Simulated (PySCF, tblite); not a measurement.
# C8H11BGe: geometry, infrared bands and NMR shifts

Aim: predict the infrared bands and NMR shifts of C8H11BGe (`B[C@H]1CC(=C)/[C](=C\C#C)[GeH2]1`).

Computed with tblite 0.8.0 and PySCF 2.14.0, with density-fitted response routines of our own, on a single molecule in the gas phase. Atoms count from 0, in the outputs and in this text.

### 1 The starting structure

21 atoms, charge 0, multiplicity 1; geometry from: force field or distance geometry start.

Bonds of the start (Å): B0–C1 1.57, C1–C2 1.54, C2–C3 1.50, C3–C4 1.34, C3–C5 1.47, C5–C6 1.30, C6–C7 1.46, C7–C8 1.23, C5–Ge9 1.94, Ge9–C1 1.97, B0–H10 1.19, B0–H11 1.21, C1–H12 1.09, C2–H13 1.11, C2–H14 1.11, C4–H15 1.07, C4–H16 1.08, C6–H17 1.09, C8–H18 1.06, Ge9–H19 1.53, Ge9–H20 1.53.

### 2 Relaxing the molecule with GFN2-xTB

The job: settings as JSON, then the geometry in Å.

```
{"job": {"kind": "relax", "xc": "GFN2-xTB", "basis": "xTB"}, "charge": 0, "multiplicity": 1}
B     -2.566900    -0.283000    -0.861500
C     -1.791000     1.064600    -0.659500
C     -1.064100     0.965300     0.692700
C     -0.068200    -0.144300     0.581000
C     -0.031500    -1.244200     1.343000
C      0.887000     0.172500    -0.492900
C      2.157900    -0.078200    -0.484100
C      2.815600    -0.734100     0.637300
C      3.385000    -1.287800     1.573900
Ge    -0.207400     1.049400    -1.830500
H     -2.061200    -1.146600    -1.496300
H     -3.203700    -0.682600     0.083400
H     -2.378500     1.973600    -0.744000
H     -0.471500     1.881500     0.881700
H     -1.763600     0.802200     1.532500
H      0.682800    -2.033200     1.271000
H     -0.794900    -1.338900     2.098200
H      2.783200     0.195800    -1.336100
H      3.878300    -1.738900     2.392000
H     -0.473000     0.155900    -3.039900
H      0.276700     2.468100    -2.142400
```

Run with:

```sh
OMP_NUM_THREADS=1 python probes_run.py task.json out
```

The driver reads the jobs from task.json and runs them one after another.

**Question.** This job is followed by: GFN2-xTB harmonic vibrations, gas phase; GIAO PBE0/pcSseg-1 NMR shielding, non-relativistic, gas phase. Predict these results of the whole session: strongest single infrared mode (GFN2-xTB); zero-point energy (GFN2-xTB); ¹³C shifts against TMS (PBE0/pcSseg-1); ¹H shifts against TMS (PBE0/pcSseg-1, means over atoms taken as alike); ¹¹B shifts against BF3·OEt2 (PBE0/pcSseg-1); ⁷³Ge shifts against GeMe4 (PBE0/pcSseg-1).

As calculated:

| quantity | value |
| --- | --- |
| strongest single infrared mode (GFN2-xTB) | 1957 cm⁻¹, 503 km/mol |
| zero-point energy (GFN2-xTB) | 94.9 kcal/mol |
| ¹³C shifts against TMS (PBE0/pcSseg-1) | 159.9, 154.7, 124.0, 120.9, 98.2, 86.6, 43.5, 43.4 ppm |
| ¹H shifts against TMS (PBE0/pcSseg-1, means over atoms taken as alike) | 7.20, 6.67, 6.10, 5.89, 4.73, 4.34, 3.31, 3.07, 2.90, 2.83 ppm |
| ¹¹B shifts against BF3·OEt2 (PBE0/pcSseg-1) | 75.2 ppm |
| ⁷³Ge shifts against GeMe4 (PBE0/pcSseg-1) | -165 ppm |

**Reading.** Relaxing lowered the energy by 0.836 eV in 127 steps; the close pair that moved most is C6–C7, from 1.456 to 1.406 Å. No mode is imaginary among the 57: a minimum at this level. The strongest single mode, at 1957 cm⁻¹, moves mainly H19. Unscaled tight-binding wavenumbers are off by several per cent, some by more. Its intensities can rank the bands wrongly. Spin-orbit coupling is left out, which matters for shieldings and couplings at and beside the heavy atoms.
